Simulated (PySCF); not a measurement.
# IrCl₆ (-3): NMR shieldings

What do calculations give for the NMR shieldings of IrCl₆ (-3) (`[Cl][Ir-3]([Cl])([Cl])([Cl])([Cl])[Cl]`)?

Computed with PySCF 2.14.0 and routines of our own; the level stands in each step. Atoms count from 0.

3 further runs of the same task are left out: 3 for a basis unfit for spin-orbit shieldings.

## 1. The system as given

7 atoms, charge -3, multiplicity 1; geometry from: GFN2-xTB.

## 2. NMR shieldings: PBE0/x2c-SVPall-2c Ir:us-x2c-SVPall-2c, spin-free

What the job is given:

```
{"job": {"xc": "PBE0", "basis": {"default": "x2c-SVPall-2c", "Ir": "us-x2c-SVPall-2c"}, "rel": "sf", "kind": "hnmr"}, "charge": -3, "multiplicity": 1}
Ir     0.001530    -0.001010    -0.000410
Cl    -0.018810    -0.009460     2.367630
Cl     0.017770     0.009300    -2.368630
Cl     2.369180     0.002920     0.018910
Cl    -2.367470     0.002260    -0.020280
Cl    -0.009560     2.365790     0.010970
Cl     0.007370    -2.369810    -0.008180
```

Level: PBE0/x2c-SVPall-2c Ir:us-x2c-SVPall-2c GIAO NMR shielding, spin-free X2C, Gaussian nuclei, gas phase.

Started as:

```bash
$ OMP_NUM_THREADS=1 python heavy_run.py task.json out
```

The driver reads the jobs from task.json and runs them one after another.

Log:

```text
spin-free SCF
coarse grid: 46832 points
cycle   1  E = -20595.1549869443  dE =  3.702e-01  |g| = 2.643e+00  |ddm| = 2.700e+01
cycle   2  E = -20590.0912127829  dE =  5.064e+00  |g| = 5.922e+00  |ddm| = 7.543e+00
cycle   3  E = -20596.3522057915  dE = -6.261e+00  |g| = 3.183e-01  |ddm| = 6.252e+00
cycle   4  E = -20596.3625944260  dE = -1.039e-02  |g| = 2.017e-01  |ddm| = 4.882e-01
cycle   5  E = -20596.3711263358  dE = -8.532e-03  |g| = 1.798e-02  |ddm| = 2.183e-01
cycle   6  E = -20596.3711882833  dE = -6.195e-05  |g| = 6.506e-03  |ddm| = 2.713e-02
cycle   7  E = -20596.3711963056  dE = -8.022e-06  |g| = 1.896e-03  |ddm| = 8.316e-03
final grid: 86072 points
cycle   8  E = -20596.3955598887  dE = -2.141e-06  |g| = 4.336e-03  |ddm| = 5.721e-03
cycle   9  E = -20596.3955453686  dE =  1.452e-05  |g| = 1.003e-02  |ddm| = 1.158e-02
cycle  10  E = -20596.3955632895  dE = -1.792e-05  |g| = 3.894e-04  |ddm| = 7.946e-03
cycle  11  E = -20596.3955633123  dE = -2.277e-08  |g| = 1.860e-04  |ddm| = 6.858e-04
cycle  12  E = -20596.3955633196  dE = -7.236e-09  |g| = 2.870e-05  |ddm| = 2.384e-04
converged SCF energy = -20596.3955633196
check of the scalar solution
cycle   1  E = -20596.3955633193  dE = -2.060e+04  |FDS-SDF| = 3.463e+00
cycle   2  E = -20596.4064965428  dE = -1.093e-02  |FDS-SDF| = 7.519e-03
cycle   3  E = -20596.4064966768  dE = -1.340e-07  |FDS-SDF| = 1.112e-03
cycle   4  E = -20596.4064966690  dE =  7.840e-09  |FDS-SDF| = 4.913e-04
cycle   5  E = -20596.4064966882  dE = -1.918e-08  |FDS-SDF| = 2.240e-04
cycle   6  E = -20596.4064966965  dE = -8.389e-09  |FDS-SDF| = 2.637e-05
converged, E = -20596.4064966965

Field gradients (au) and densities at the nuclei (bohr^-3)
atom        Vxx        Vyy        Vzz        centre      nuclear mean
  0 Ir     0.0705     0.2496    -0.3201    1605633.988    1560503.342
  1 Cl    -1.1146    -1.1162     2.2308       3055.520       3055.479
  2 Cl    -1.1139    -1.1154     2.2294       3055.520       3055.479
  3 Cl    -1.1148    -1.1150     2.2298       3055.520       3055.479
  4 Cl    -1.1151    -1.1154     2.2305       3055.521       3055.480
  5 Cl    -1.1163    -1.1174     2.2337       3055.520       3055.479
  6 Cl    -1.1126    -1.1137     2.2263       3055.520       3055.479
without picture change
  0 Ir                          -0.2201                   4258049.860

Core orbital energies (eV)
atom   shell        mean    spread
  0 Ir 1s       -76002.124   0.000
  0 Ir 2s       -13319.392   0.000
  0 Ir 3s        -3121.542   0.000
  0 Ir 4s         -663.133   0.000
  0 Ir 5s          -87.724   0.000
  0 Ir 2p       -11615.716   0.118
  0 Ir 3p        -2618.464   0.009
  0 Ir 4p         -496.406   0.002
  0 Ir 5p          -43.786   0.005
  0 Ir 3d        -2042.198   0.015
  0 Ir 4d         -285.285   0.131
  0 Ir 4f          -51.815   0.296
  1 Cl 1s        -2760.444   0.000
  1 Cl 2s         -245.931   0.000
  1 Cl 2p         -182.572   0.151
  2 Cl 1s        -2760.445   0.000
  2 Cl 2s         -245.932   0.000
  2 Cl 2p         -182.573   0.151
  3 Cl 1s        -2760.448   0.000
  3 Cl 2s         -245.935   0.000
  3 Cl 2p         -182.576   0.151
  4 Cl 1s        -2760.442   0.000
  4 Cl 2s         -245.928   0.000
  4 Cl 2p         -182.569   0.151
  5 Cl 1s        -2760.445   0.000
  5 Cl 2s         -245.932   0.000
  5 Cl 2p         -182.573   0.151
  6 Cl 1s        -2760.444   0.000
  6 Cl 2s         -245.931   0.000
  6 Cl 2p         -182.572   0.151

Shielding tensors (ppm)
atom      isotropic    diamagn.    paramagn.     s11        s22        s33       span
  0 Ir   -10233.84     9416.20   -19650.04  -10254.58  -10231.55  -10215.39      39.19
  1 Cl     1297.83     1150.38      147.46    1085.80    1403.34    1404.36     318.56
  2 Cl     1298.27     1150.37      147.89    1085.96    1404.25    1404.59     318.64
  3 Cl     1299.17     1150.37      148.80    1086.06    1405.63    1405.82     319.76
  4 Cl     1297.00     1150.38      146.63    1085.75    1402.40    1402.86     317.11
  5 Cl     1297.68     1150.38      147.30    1085.52    1403.52    1404.01     318.50
  6 Cl     1298.25     1150.37      147.88    1086.12    1403.94    1404.70     318.58
```

It took 5.5 min on 1 thread of Arm Neoverse N1, shared host; peak memory 1.4 GiB.

## 3. NMR shieldings: PBE0/x2c-SVPall-2c Ir:us-x2c-SVPall-2c in water, spin-free

What the job is given:

```
{"job": {"xc": "PBE0", "basis": {"default": "x2c-SVPall-2c", "Ir": "us-x2c-SVPall-2c"}, "rel": "sf", "solvent": "water", "kind": "hnmr"}, "charge": -3, "multiplicity": 1}
Ir     0.001530    -0.001010    -0.000410
Cl    -0.018810    -0.009460     2.367630
Cl     0.017770     0.009300    -2.368630
Cl     2.369180     0.002920     0.018910
Cl    -2.367470     0.002260    -0.020280
Cl    -0.009560     2.365790     0.010970
Cl     0.007370    -2.369810    -0.008180
```

Method: PBE0/x2c-SVPall-2c Ir:us-x2c-SVPall-2c GIAO NMR shielding, spin-free X2C, Gaussian nuclei, IEF-PCM water.

Log:

```text
spin-free SCF
coarse grid: 46832 points
cycle   1  E = -20595.7804180697  dE = -2.543e-01  |g| = 2.654e+00  |ddm| = 2.700e+01
cycle   2  E = -20590.7526968953  dE =  5.028e+00  |g| = 5.909e+00  |ddm| = 7.669e+00
cycle   3  E = -20596.9990429311  dE = -6.246e+00  |g| = 3.449e-01  |ddm| = 6.288e+00
cycle   4  E = -20597.0166923037  dE = -1.765e-02  |g| = 1.624e-01  |ddm| = 4.954e-01
cycle   5  E = -20597.0215349259  dE = -4.843e-03  |g| = 1.310e-02  |ddm| = 1.792e-01
cycle   6  E = -20597.0215600694  dE = -2.514e-05  |g| = 5.386e-03  |ddm| = 1.877e-02
cycle   7  E = -20597.0215638524  dE = -3.783e-06  |g| = 1.245e-03  |ddm| = 5.770e-03
final grid: 86072 points
cycle   8  E = -20597.0459253920  dE = -3.908e-06  |g| = 2.733e-03  |ddm| = 3.687e-03
cycle   9  E = -20597.0459204164  dE =  4.976e-06  |g| = 5.984e-03  |ddm| = 6.766e-03
cycle  10  E = -20597.0459266056  dE = -6.189e-06  |g| = 2.450e-04  |ddm| = 4.740e-03
cycle  11  E = -20597.0459266129  dE = -7.276e-09  |g| = 1.185e-04  |ddm| = 3.706e-04
cycle  12  E = -20597.0459266155  dE = -2.561e-09  |g| = 1.173e-05  |ddm| = 1.345e-04
converged SCF energy = -20597.0459266155
check of the scalar solution
cycle   1  E = -20597.0459266156  dE = -2.060e+04  |FDS-SDF| = 3.462e+00
cycle   2  E = -20597.0568524930  dE = -1.093e-02  |FDS-SDF| = 7.520e-03
cycle   3  E = -20597.0568526234  dE = -1.303e-07  |FDS-SDF| = 1.142e-03
cycle   4  E = -20597.0568526080  dE =  1.538e-08  |FDS-SDF| = 5.717e-04
cycle   5  E = -20597.0568526393  dE = -3.126e-08  |FDS-SDF| = 2.191e-04
cycle   6  E = -20597.0568526465  dE = -7.258e-09  |FDS-SDF| = 2.214e-05
converged, E = -20597.0568526465

Field gradients (au) and densities at the nuclei (bohr^-3)
atom        Vxx        Vyy        Vzz        centre      nuclear mean
  0 Ir     0.0707     0.2496    -0.3202    1605635.066    1560504.390
  1 Cl    -1.0750    -1.0767     2.1518       3055.589       3055.548
  2 Cl    -1.0744    -1.0760     2.1504       3055.589       3055.548
  3 Cl    -1.0756    -1.0757     2.1513       3055.589       3055.548
  4 Cl    -1.0754    -1.0758     2.1511       3055.589       3055.548
  5 Cl    -1.0766    -1.0780     2.1546       3055.588       3055.547
  6 Cl    -1.0729    -1.0743     2.1472       3055.589       3055.548
without picture change
  0 Ir                          -0.2202                   4258052.755

Core orbital energies (eV)
atom   shell        mean    spread
  0 Ir 1s       -76013.803   0.000
  0 Ir 2s       -13331.074   0.000
  0 Ir 3s        -3133.228   0.000
  0 Ir 4s         -674.821   0.000
  0 Ir 5s          -99.424   0.000
  0 Ir 2p       -11627.398   0.118
  0 Ir 3p        -2630.149   0.009
  0 Ir 4p         -508.094   0.002
  0 Ir 5p          -55.491   0.005
  0 Ir 3d        -2053.884   0.015
  0 Ir 4d         -296.973   0.130
  0 Ir 4f          -63.505   0.292
  1 Cl 1s        -2772.236   0.000
  1 Cl 2s         -257.719   0.000
  1 Cl 3s          -20.132   0.000
  1 Cl 2p         -194.360   0.143
  2 Cl 1s        -2772.236   0.000
  2 Cl 2s         -257.720   0.000
  2 Cl 3s          -20.132   0.000
  2 Cl 2p         -194.361   0.143
  3 Cl 1s        -2772.239   0.000
  3 Cl 2s         -257.723   0.000
  3 Cl 3s          -20.136   0.000
  3 Cl 2p         -194.363   0.143
  4 Cl 1s        -2772.233   0.000
  4 Cl 2s         -257.717   0.000
  4 Cl 3s          -20.129   0.000
  4 Cl 2p         -194.358   0.143
  5 Cl 1s        -2772.236   0.000
  5 Cl 2s         -257.720   0.000
  5 Cl 3s          -20.136   0.000
  5 Cl 2p         -194.361   0.143
  6 Cl 1s        -2772.235   0.000
  6 Cl 2s         -257.719   0.000
  6 Cl 3s          -20.131   0.000
  6 Cl 2p         -194.360   0.143

Shielding tensors (ppm)
atom      isotropic    diamagn.    paramagn.     s11        s22        s33       span
  0 Ir    -9287.12     9417.66   -18704.79   -9308.19   -9284.96   -9268.22      39.97
  1 Cl     1294.60     1150.22      144.38    1078.37    1402.18    1403.26     324.89
  2 Cl     1295.11     1150.22      144.89    1078.53    1403.19    1403.60     325.07
  3 Cl     1296.04     1150.22      145.82    1078.63    1404.65    1404.82     326.19
  4 Cl     1293.74     1150.22      143.52    1078.31    1401.23    1401.69     323.38
  5 Cl     1294.35     1150.23      144.12    1078.07    1402.22    1402.77     324.70
  6 Cl     1295.20     1150.22      144.98    1078.69    1403.04    1403.86     325.17
```

It took 5.6 min on 1 thread of Arm Neoverse N1, shared host; peak memory 1.4 GiB.

## 4. NMR shieldings: PBE0/x2c-SVPall-2c Ir:us-x2c-SVPall-2c in dichloromethane, spin-free

What the job is given:

```
{"job": {"xc": "PBE0", "basis": {"default": "x2c-SVPall-2c", "Ir": "us-x2c-SVPall-2c"}, "rel": "sf", "solvent": "dichloromethane", "kind": "hnmr"}, "charge": -3, "multiplicity": 1}
Ir     0.001530    -0.001010    -0.000410
Cl    -0.018810    -0.009460     2.367630
Cl     0.017770     0.009300    -2.368630
Cl     2.369180     0.002920     0.018910
Cl    -2.367470     0.002260    -0.020280
Cl    -0.009560     2.365790     0.010970
Cl     0.007370    -2.369810    -0.008180
```

Method: PBE0/x2c-SVPall-2c Ir:us-x2c-SVPall-2c GIAO NMR shielding, spin-free X2C, Gaussian nuclei, IEF-PCM dichloromethane.

Log:

```text
spin-free SCF
coarse grid: 46832 points
cycle   1  E = -20595.7166785889  dE = -1.907e-01  |g| = 2.652e+00  |ddm| = 2.700e+01
cycle   2  E = -20590.6712827140  dE =  5.045e+00  |g| = 5.915e+00  |ddm| = 7.647e+00
cycle   3  E = -20596.9311385720  dE = -6.260e+00  |g| = 3.411e-01  |ddm| = 6.284e+00
cycle   4  E = -20596.9477415076  dE = -1.660e-02  |g| = 1.689e-01  |ddm| = 4.964e-01
cycle   5  E = -20596.9531141524  dE = -5.373e-03  |g| = 1.342e-02  |ddm| = 1.857e-01
cycle   6  E = -20596.9531425485  dE = -2.840e-05  |g| = 4.982e-03  |ddm| = 1.898e-02
cycle   7  E = -20596.9531455344  dE = -2.986e-06  |g| = 1.355e-03  |ddm| = 5.528e-03
final grid: 86072 points
cycle   8  E = -20596.9775075389  dE = -3.596e-06  |g| = 3.064e-03  |ddm| = 4.077e-03
cycle   9  E = -20596.9775008952  dE =  6.644e-06  |g| = 6.867e-03  |ddm| = 7.794e-03
cycle  10  E = -20596.9775091329  dE = -8.238e-06  |g| = 2.333e-04  |ddm| = 5.411e-03
cycle  11  E = -20596.9775091388  dE = -5.937e-09  |g| = 1.245e-04  |ddm| = 3.770e-04
cycle  12  E = -20596.9775091418  dE = -2.939e-09  |g| = 1.515e-05  |ddm| = 1.417e-04
converged SCF energy = -20596.9775091418
check of the scalar solution
cycle   1  E = -20596.9775091418  dE = -2.060e+04  |FDS-SDF| = 3.462e+00
cycle   2  E = -20596.9884367115  dE = -1.093e-02  |FDS-SDF| = 7.520e-03
cycle   3  E = -20596.9884368427  dE = -1.313e-07  |FDS-SDF| = 1.138e-03
cycle   4  E = -20596.9884368292  dE =  1.352e-08  |FDS-SDF| = 5.603e-04
cycle   5  E = -20596.9884368572  dE = -2.797e-08  |FDS-SDF| = 2.204e-04
cycle   6  E = -20596.9884368661  dE = -8.880e-09  |FDS-SDF| = 2.283e-05
converged, E = -20596.9884368661

Field gradients (au) and densities at the nuclei (bohr^-3)
atom        Vxx        Vyy        Vzz        centre      nuclear mean
  0 Ir     0.0706     0.2496    -0.3202    1605634.839    1560504.169
  1 Cl    -1.0818    -1.0834     2.1652       3055.575       3055.534
  2 Cl    -1.0813    -1.0827     2.1640       3055.575       3055.534
  3 Cl    -1.0824    -1.0824     2.1648       3055.575       3055.534
  4 Cl    -1.0821    -1.0826     2.1647       3055.576       3055.535
  5 Cl    -1.0834    -1.0847     2.1681       3055.575       3055.534
  6 Cl    -1.0798    -1.0811     2.1609       3055.575       3055.534
without picture change
  0 Ir                          -0.2202                   4258052.146

Core orbital energies (eV)
atom   shell        mean    spread
  0 Ir 1s       -76012.584   0.000
  0 Ir 2s       -13329.855   0.000
  0 Ir 3s        -3132.008   0.000
  0 Ir 4s         -673.601   0.000
  0 Ir 5s          -98.201   0.000
  0 Ir 2p       -11626.179   0.118
  0 Ir 3p        -2628.929   0.009
  0 Ir 4p         -506.873   0.002
  0 Ir 5p          -54.266   0.005
  0 Ir 3d        -2052.664   0.015
  0 Ir 4d         -295.753   0.130
  0 Ir 4f          -62.284   0.293
  1 Cl 1s        -2770.996   0.000
  1 Cl 2s         -256.481   0.000
  1 Cl 3s          -18.895   0.000
  1 Cl 2p         -193.121   0.144
  2 Cl 1s        -2770.997   0.000
  2 Cl 2s         -256.481   0.000
  2 Cl 3s          -18.895   0.000
  2 Cl 2p         -193.122   0.144
  3 Cl 1s        -2770.999   0.000
  3 Cl 2s         -256.484   0.000
  3 Cl 3s          -18.898   0.000
  3 Cl 2p         -193.124   0.144
  4 Cl 1s        -2770.993   0.000
  4 Cl 2s         -256.478   0.000
  4 Cl 3s          -18.891   0.000
  4 Cl 2p         -193.119   0.144
  5 Cl 1s        -2770.997   0.000
  5 Cl 2s         -256.481   0.000
  5 Cl 3s          -18.899   0.000
  5 Cl 2p         -193.122   0.145
  6 Cl 1s        -2770.996   0.000
  6 Cl 2s         -256.480   0.000
  6 Cl 3s          -18.893   0.000
  6 Cl 2p         -193.121   0.144

Shielding tensors (ppm)
atom      isotropic    diamagn.    paramagn.     s11        s22        s33       span
  0 Ir    -9457.25     9417.37   -18874.62   -9478.27   -9455.02   -9438.45      39.83
  1 Cl     1295.07     1150.25      144.82    1080.05    1402.04    1403.11     323.06
  2 Cl     1295.56     1150.25      145.31    1080.21    1403.03    1403.43     323.22
  3 Cl     1296.48     1150.24      146.24    1080.32    1404.48    1404.65     324.33
  4 Cl     1294.21     1150.25      143.97    1080.00    1401.09    1401.55     321.56
  5 Cl     1294.83     1150.26      144.58    1079.76    1402.09    1402.64     322.88
  6 Cl     1295.63     1150.24      145.39    1080.37    1402.85    1403.66     323.29
```

Run time: 5.6 min. Hardware: 1 thread of Arm Neoverse N1, shared host; peak memory 1.4 GiB.

## 5. Shieldings side by side

| run | Ir0 | Cl5 | Cl4 | Cl1 | Cl2 | Cl3 | Cl6 | time |
| --- | --- | --- | --- | --- | --- | --- | --- | --- |
| step 2, PBE0/x2c-SVPall-2c Ir:us-x2c-SVPall-2c, spin-free | -10233.8 | 1297.7 | 1297.0 | 1297.8 | 1298.3 | 1299.2 | 1298.3 | 5.5 min |
| step 3, PBE0/x2c-SVPall-2c Ir:us-x2c-SVPall-2c in water, spin-free | -9287.1 | 1294.4 | 1293.7 | 1294.6 | 1295.1 | 1296.0 | 1295.2 | 5.6 min |
| step 4, PBE0/x2c-SVPall-2c Ir:us-x2c-SVPall-2c in dichloromethane, spin-free | -9457.2 | 1294.8 | 1294.2 | 1295.1 | 1295.6 | 1296.5 | 1295.6 | 5.6 min |

## 6. What came out

| quantity | value |
| --- | --- |
| shieldings (step 2, PBE0/x2c-SVPall-2c Ir:us-x2c-SVPall-2c, spin-free) | Ir0 -10233.8, Cl1 1297.8, Cl2 1298.3, Cl3 1299.2, Cl4 1297.0, Cl5 1297.7, Cl6 1298.3 ppm |
| shieldings (step 3, PBE0/x2c-SVPall-2c Ir:us-x2c-SVPall-2c in water, spin-free) | Ir0 -9287.1, Cl1 1294.6, Cl2 1295.1, Cl3 1296.0, Cl4 1293.7, Cl5 1294.4, Cl6 1295.2 ppm |
| shieldings (step 4, PBE0/x2c-SVPall-2c Ir:us-x2c-SVPall-2c in dichloromethane, spin-free) | Ir0 -9457.2, Cl1 1295.1, Cl2 1295.6, Cl3 1296.5, Cl4 1294.2, Cl5 1294.8, Cl6 1295.6 ppm |

In words: In step 2 the highest level lies above zero, so the outer electrons are held by the basis. A continuum can't give the shift that close solvent molecules cause at an ion. Ir0 moves most between the runs, by 947 ppm; the labels say what changes from run to run. No run holds spin-orbit coupling, which is large for shieldings at and beside heavy atoms. The geometry comes from tight binding, which is rough for metal atoms, and these values hang on it.
